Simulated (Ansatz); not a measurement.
## FH4OSbSi, SMILES [OH][Sb]([F])[SiH3]: vertical energies of changing the electron count

Computed with the Python package of Ansatz (0.2.0).

The script, `fh4osbsi_ip.py`:
```python
"""Vertical ionisation energy of FH4OSbSi."""

import ansatz as az
from ase import Atoms

BASIS = "def2-SVP"
XC = "R2SCAN0"


def energy(molecule, charge=0, unpaired=0):
    calc = molecule.calculation().basis(gaussian=BASIS).functional(XC)
    if charge:
        calc = calc.charge(charge)
    if unpaired:
        calc = calc.spin("collinear", total=unpaired)
    report = calc.run(threads=1, backend="cpu").report
    if report["published_state_doubts"]:
        print("  doubts:", report["published_state_doubts"])
    return report["free_energy_ev"]

atoms = Atoms(["O", "Sb", "F", "Si", "H", "H", "H", "H"], positions=[
    (1.6369, 1.148, -0.8667),
    (1.3837, 0.0735, 0.7998),
    (1.625, -1.6245, -0.2228),
    (-1.0386, -0.0515, 0.5057),
    (1.212, 0.6296, -1.6228),
    (-1.7177, 1.2503, 0.8472),
    (-1.3954, -0.395, -0.8847),
    (-1.6137, -1.0874, 1.3885),
])
molecule = az.Crystal.molecule_from_ase(atoms)

# delta-SCF style differences, no relaxation
parent = energy(molecule, 0, 0)
cation = energy(molecule, 1, 1)
print(f"E(N)   = {parent:.5f} eV")
print(f"E(N-1) = {cation:.5f} eV  (1 unpaired)")
print(f"vertical ionisation energy {cation - parent:.3f} eV")
```

```console
$ python fh4osbsi_ip.py
E(N)   = -19236.19363 eV
E(N-1) = -19226.63915 eV  (1 unpaired)
vertical ionisation energy 9.554 eV
```

At this unrelaxed geometry removing an electron costs 9.55 eV.

Caveats:
- These settings explore the input space; basis and method may be short of convergence.
- The geometry is a force-field or estimated start, not a minimum of this method, and the basis set is short of its limit. All parts are taken at fixed geometry, without zero-point energy. At an unrelaxed start these energies can be a whole eV from those at the minimum, and a small affinity can change sign.
- def2 sets replace the cores of elements past krypton by effective core potentials.
- The whole script took 17 s on 1 thread of Arm Neoverse V2, with other jobs on the host, peak memory 0.39 GiB.
